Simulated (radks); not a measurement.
**Mo in [Ar] 3d10 4s2 4p5.5 4d5 5s1 5p0.5: an all-electron calculation**

What are the levels of neutral molybdenum, how large are its shells, and how does its energy divide?

Method: scalar-relativistic Kohn-Sham, PBE, spin-polarised, spherical densities, point nucleus; open shells are filled with parallel spins first. Code: radks (a radial shooting solver on a logarithmic mesh, Libxc functionals) version 1.

**1. What is computed**

```
element       : molybdenum (Z = 42)
charge        : 0
electrons     : 42
configuration : [Ar] 3d10 4s2 4p5.5 4d5 5s1 5p0.5
```

**2. Self-consistent calculation**

The run's settings:

```text
Z 42
configuration [Ar] 3d10 4s2 4p5.5 4d5 5s1 5p0.5
relativity scalar-relativistic
functional pbe,pbe
spin polarised
nucleus point
c 137.035999084
```

Command:

```sh
$ python run_ks.py task.json out
```

This one command runs every case of the session in turn.

**Question.** What will this run give?

As calculated:

```
                        quantity                   value
                    total energy     -4048.13653 hartree
exchange-correlation share of it                  3.05 %
                            −T/E                  1.0311
          highest occupied level        5p up, -1.877 eV
    most extended occupied level  5p up, <r> = 4.73 bohr
 radius at density 0.001 e/bohr³               4.76 bohr
    maxima of the radial density                       4
```

5 principal shells are occupied and 4 maxima appear in the radial density; where shells overlap, one shows as a shoulder or not at all. −T/E is 1.031: with relativity the kinetic term as defined here no longer equals −E. This is not the tabulated ground configuration, so its levels and sizes aren't those of the ground state, and no measured value stands beside it.
